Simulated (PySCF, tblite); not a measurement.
# C6H3FOS: dynamics, then NMR shifts on frames, part 2 of 2

tblite 0.8.0 and PySCF 2.14.0. Atoms count from 0.

**5. Nuclear shieldings: 625 fs, PBE0/pcSseg-1**

What the job is given:

```
{"job": {"kind": "nmr", "xc": "PBE0", "basis": "pcSseg-1", "pop": false}, "charge": 0, "multiplicity": 1}
F      3.171900    -0.530600     0.778100
C      1.800700    -0.466500     0.583700
C      0.854300     0.239300     1.190000
C     -0.428300     0.111500     0.619600
O     -1.601100     0.714400     0.708500
C     -2.446600    -0.035000    -0.114200
C     -1.800500    -0.956500    -0.893100
C     -0.451300    -0.917100    -0.371800
S      1.162000    -1.653400    -0.590500
H      1.146400     0.882600     2.008600
H     -3.489400     0.108500    -0.014200
H     -2.293100    -1.543500    -1.617300
```

With the program's defaults for keys left out, this is: GIAO PBE0/pcSseg-1 NMR shielding, non-relativistic, gas phase.

What it wrote:

```text
coarse grid: 12176 points
cycle   1  E = -802.8467199789  dE =  1.892e+00  |g| = 5.838e-01  |ddm| = 3.782e+00
cycle   2  E = -802.7717782948  dE =  7.494e-02  |g| = 8.668e-01  |ddm| = 1.037e+00
cycle   3  E = -802.9089050936  dE = -1.371e-01  |g| = 1.128e-01  |ddm| = 6.925e-01
cycle   4  E = -802.9114169363  dE = -2.512e-03  |g| = 5.488e-02  |ddm| = 1.595e-01
cycle   5  E = -802.9121672773  dE = -7.503e-04  |g| = 1.268e-02  |ddm| = 6.124e-02
cycle   6  E = -802.9121983192  dE = -3.104e-05  |g| = 4.504e-03  |ddm| = 1.498e-02
cycle   7  E = -802.9122027376  dE = -4.418e-06  |g| = 1.189e-03  |ddm| = 4.993e-03
final grid: 117928 points
cycle   8  E = -802.9853621740  dE = -1.941e-05  |g| = 1.276e-02  |ddm| = 3.431e-02
cycle   9  E = -802.9853094922  dE =  5.268e-05  |g| = 2.067e-02  |ddm| = 2.677e-02
cycle  10  E = -802.9853956175  dE = -8.613e-05  |g| = 1.594e-03  |ddm| = 1.709e-02
cycle  11  E = -802.9853961540  dE = -5.364e-07  |g| = 4.025e-04  |ddm| = 1.812e-03
cycle  12  E = -802.9853961911  dE = -3.712e-08  |g| = 1.836e-04  |ddm| = 5.852e-04
cycle  13  E = -802.9853961992  dE = -8.084e-09  |g| = 4.764e-05  |ddm| = 2.064e-04
cycle  14  E = -802.9853961997  dE = -5.030e-10  |g| = 1.749e-05  |ddm| = 5.809e-05
converged SCF energy = -802.9853961997

GIAO shielding tensors (ppm)
atom      isotropic    diamagn.    paramagn.     s11        s22        s33       span
  0 F      276.564     470.648    -194.084    208.071    290.132    331.489    123.418
  1 C        0.247     258.286    -258.039    -65.166     19.911     45.997    111.163
  2 C       91.324     251.874    -160.550     19.597     90.353    164.023    144.427
  3 C       29.124     256.607    -227.483    -38.297     28.727     96.942    135.239
  4 O       63.887     396.826    -332.940    -77.643     -0.728    270.031    347.674
  5 C       28.225     248.883    -220.658    -46.952     40.562     91.065    138.017
  6 C       67.573     249.730    -182.157    -27.433     66.060    164.094    191.527
  7 C       47.204     268.967    -221.764    -18.788     49.877    110.522    129.309
  8 S      324.651    1054.465    -729.814    163.021    371.490    439.442    276.420
  9 H       25.052      28.523      -3.470     21.021     24.908     29.228      8.207
 10 H       23.962      29.506      -5.545     20.287     25.512     26.086      5.799
 11 H       24.524      30.950      -6.427     22.351     25.078     26.142      3.791
```

Run time: 19 s. Hardware: 1 thread of Intel Xeon Platinum 8488C, shared host; peak memory 0.86 GiB.

Key values: δ C1 186.7, C5 158.7, C3 157.8, C7 139.7, H10 7.76, H11 7.19 ppm.

**6. Shielding tensors: 800 fs, PBE0/pcSseg-1**

What the job is given:

```
{"job": {"kind": "nmr", "xc": "PBE0", "basis": "pcSseg-1", "pop": false}, "charge": 0, "multiplicity": 1}
F      3.032400    -0.574500     0.688400
C      1.794700    -0.471700     0.331900
C      0.943700     0.505400     0.687100
C     -0.376200     0.241300     0.299000
O     -1.563400     0.913000     0.342500
C     -2.410200     0.152700    -0.347400
C     -1.910100    -0.903600    -0.944500
C     -0.537800    -0.943900    -0.423700
S      1.054600    -1.682400    -0.656800
H      1.332500     1.351800     1.271700
H     -3.498200     0.430100    -0.379400
H     -2.274100    -1.663900    -1.580700
```

Method: GIAO PBE0/pcSseg-1 NMR shielding, non-relativistic, gas phase.

What it wrote:

```text
coarse grid: 12176 points
cycle   1  E = -802.8563314310  dE =  2.177e+00  |g| = 5.706e-01  |ddm| = 3.776e+00
cycle   2  E = -802.7992613076  dE =  5.707e-02  |g| = 7.810e-01  |ddm| = 9.933e-01
cycle   3  E = -802.9150348085  dE = -1.158e-01  |g| = 1.261e-01  |ddm| = 6.914e-01
cycle   4  E = -802.9185041717  dE = -3.469e-03  |g| = 5.476e-02  |ddm| = 1.885e-01
cycle   5  E = -802.9192014875  dE = -6.973e-04  |g| = 1.108e-02  |ddm| = 6.201e-02
cycle   6  E = -802.9192248788  dE = -2.339e-05  |g| = 3.604e-03  |ddm| = 1.396e-02
cycle   7  E = -802.9192274941  dE = -2.615e-06  |g| = 1.270e-03  |ddm| = 4.627e-03
final grid: 117928 points
cycle   8  E = -802.9913917494  dE = -1.446e-05  |g| = 1.267e-02  |ddm| = 3.406e-02
cycle   9  E = -802.9913380433  dE =  5.371e-05  |g| = 2.060e-02  |ddm| = 2.744e-02
cycle  10  E = -802.9914241624  dE = -8.612e-05  |g| = 1.840e-03  |ddm| = 1.757e-02
cycle  11  E = -802.9914249349  dE = -7.725e-07  |g| = 3.235e-04  |ddm| = 2.018e-03
cycle  12  E = -802.9914249572  dE = -2.231e-08  |g| = 1.724e-04  |ddm| = 5.139e-04
cycle  13  E = -802.9914249646  dE = -7.367e-09  |g| = 2.978e-05  |ddm| = 1.868e-04
cycle  14  E = -802.9914249648  dE = -2.065e-10  |g| = 1.002e-05  |ddm| = 3.970e-05
converged SCF energy = -802.9914249648

GIAO shielding tensors (ppm)
atom      isotropic    diamagn.    paramagn.     s11        s22        s33       span
  0 F      310.268     469.515    -159.247    253.527    283.365    393.912    140.385
  1 C       16.400     259.191    -242.791    -54.314     41.966     61.548    115.862
  2 C       89.131     252.228    -163.097     19.937     89.533    157.924    137.988
  3 C       27.853     256.122    -228.269    -41.260     30.986     93.834    135.094
  4 O       82.234     396.685    -314.452    -45.197     35.225    256.673    301.870
  5 C       47.832     247.817    -199.986    -26.929     61.085    109.339    136.269
  6 C       78.015     254.507    -176.492      1.352     71.335    161.359    160.007
  7 C       52.744     268.621    -215.877    -21.720     53.687    126.263    147.983
  8 S      352.377    1055.183    -702.806    248.466    338.839    469.825    221.359
  9 H       24.663      29.034      -4.371     20.545     24.692     28.752      8.207
 10 H       23.673      26.598      -2.926     19.422     23.921     27.675      8.252
 11 H       25.003      31.475      -6.472     21.767     25.053     28.189      6.422
```

Wall time 19 s (1 thread of Intel Xeon Platinum 8488C, shared host); peak memory 0.86 GiB.

This run: δ C1 170.5, C3 159.1, C5 139.1, C7 134.2, H10 8.04, H9 7.05 ppm.

**7. NMR shieldings: 1000 fs, PBE0/pcSseg-1**

What the job is given:

```
{"job": {"kind": "nmr", "xc": "PBE0", "basis": "pcSseg-1", "pop": false}, "charge": 0, "multiplicity": 1}
F      3.108900    -0.966000     0.771000
C      1.859500    -0.786600     0.414400
C      1.012600     0.122900     0.929600
C     -0.292600     0.014700     0.389500
O     -1.490000     0.590700     0.805200
C     -2.353900     0.071000    -0.123900
C     -1.851200    -0.933100    -0.900800
C     -0.457700    -0.902600    -0.578000
S      1.093300    -1.803800    -0.816600
H      1.412100     0.920100     1.629300
H     -3.377500     0.467500    -0.164200
H     -2.212400    -1.635200    -1.527000
```

Method: GIAO PBE0/pcSseg-1 NMR shielding, non-relativistic, gas phase.

What it wrote:

```text
coarse grid: 12176 points
cycle   1  E = -802.8461311374  dE =  2.015e+00  |g| = 5.804e-01  |ddm| = 3.771e+00
cycle   2  E = -802.7759257690  dE =  7.021e-02  |g| = 8.302e-01  |ddm| = 9.994e-01
cycle   3  E = -802.9082053663  dE = -1.323e-01  |g| = 1.204e-01  |ddm| = 6.763e-01
cycle   4  E = -802.9111773275  dE = -2.972e-03  |g| = 5.799e-02  |ddm| = 1.768e-01
cycle   5  E = -802.9119560718  dE = -7.787e-04  |g| = 1.196e-02  |ddm| = 6.439e-02
cycle   6  E = -802.9119835538  dE = -2.748e-05  |g| = 4.334e-03  |ddm| = 1.423e-02
cycle   7  E = -802.9119876325  dE = -4.079e-06  |g| = 1.657e-03  |ddm| = 5.440e-03
final grid: 117928 points
cycle   8  E = -802.9849656357  dE = -1.823e-05  |g| = 1.174e-02  |ddm| = 3.540e-02
cycle   9  E = -802.9849221263  dE =  4.351e-05  |g| = 1.878e-02  |ddm| = 2.449e-02
cycle  10  E = -802.9849941073  dE = -7.198e-05  |g| = 1.508e-03  |ddm| = 1.539e-02
cycle  11  E = -802.9849945909  dE = -4.836e-07  |g| = 3.307e-04  |ddm| = 1.599e-03
cycle  12  E = -802.9849946137  dE = -2.279e-08  |g| = 1.580e-04  |ddm| = 4.652e-04
cycle  13  E = -802.9849946199  dE = -6.190e-09  |g| = 3.585e-05  |ddm| = 1.769e-04
cycle  14  E = -802.9849946201  dE = -2.767e-10  |g| = 1.349e-05  |ddm| = 4.485e-05
converged SCF energy = -802.9849946201

GIAO shielding tensors (ppm)
atom      isotropic    diamagn.    paramagn.     s11        s22        s33       span
  0 F      300.201     469.242    -169.041    240.370    282.705    377.528    137.158
  1 C       10.064     259.642    -249.578    -66.812     37.183     59.820    126.632
  2 C       83.924     252.340    -168.416     13.283     89.430    149.061    135.778
  3 C       30.571     256.214    -225.643    -26.232     27.449     90.497    116.729
  4 O       55.179     397.585    -342.406    -66.297    -10.327    242.162    308.459
  5 C       35.637     247.078    -211.441    -36.784     41.489    102.207    138.991
  6 C       74.524     251.978    -177.454     -7.505     68.261    162.816    170.320
  7 C       55.684     268.798    -213.114    -13.652     60.789    119.915    133.567
  8 S      327.192    1054.264    -727.072    218.295    342.876    420.406    202.112
  9 H       24.095      28.138      -4.043     20.036     24.108     28.140      8.104
 10 H       23.754      27.490      -3.736     20.178     24.352     26.732      6.554
 11 H       25.620      32.937      -7.316     22.992     25.340     28.529      5.536
```

Wall time 19 s (1 thread of Intel Xeon Platinum 8488C, shared host); peak memory 0.84 GiB.

Key values: δ C1 176.9, C3 156.4, C5 151.3, C7 131.2, H10 7.96, H9 7.62 ppm.

**8. Run by run: NMR shifts**

Shifts (ppm) of some atoms, chosen among heavy atoms and hydrogens apart, with basis size and wall time:

```csv
frame,C1,C5,H11,H9,F0,O4,S8,functions,time
250 fs,178.6,144.3,7.05,6.15,-117.8,278.5,161,175,19 s
425 fs,179.9,152.7,6.88,7.38,-123.5,286.9,162,175,19 s
625 fs,186.7,158.7,7.19,6.66,-105.6,272.2,179,175,19 s
800 fs,170.5,139.1,6.71,7.05,-139.3,253.8,151,175,19 s
1000 fs,176.9,151.3,6.10,7.62,-129.3,280.9,177,175,19 s
```

**9. Summary of results**

What follows sums up all 2 parts.

| quantity | value |
| --- | --- |
| thermostat | 300 K |
| mean temperature, second half | 324 K |
| mean potential energy above the minimum | 0.50 eV |
| ¹³C shifts against TMS (PBE0/pcSseg-1, 250 fs) | 178.6, 154.9, 144.3, 130.6, 114.2, 95.8 ppm |
| ¹H shifts against TMS (PBE0/pcSseg-1, 250 fs) | 8.16, 7.05, 6.15 ppm |
| ¹⁹F shifts against CFCl3 (PBE0/pcSseg-1, 250 fs) | -117.8 ppm |
| ¹⁷O shifts against H2O (PBE0/pcSseg-1, 250 fs) | 278.5 ppm |
| ³³S shifts against CS2 (PBE0/pcSseg-1, 250 fs) | 161 ppm |
| range of the shift of F0 | -139.3 to -105.6 ppm |

**Reading.** In the second half the potential energy averages 0.50 eV above the minimum; equipartition over 30 harmonic modes at 300 K would give 0.39 eV. With 12 atoms the temperature swings widely (165 to 473 K). Shifts at one fixed geometry are not the observed spectrum, which averages over the motion. In the first frame run (250 fs): The widest tensor belongs to O4: span 410 ppm, with a paramagnetic part of -340 ppm. NICS(1)zz of -17 ppm above the planar ring from C1 marks a diatropic (aromatic) ring current. NICS(1)zz of -27 ppm above the planar ring from C3 marks a diatropic (aromatic) ring current. Across the 5 runs the shift of F0 moves most, between -139.3 (800 fs) and -105.6 ppm (625 fs).
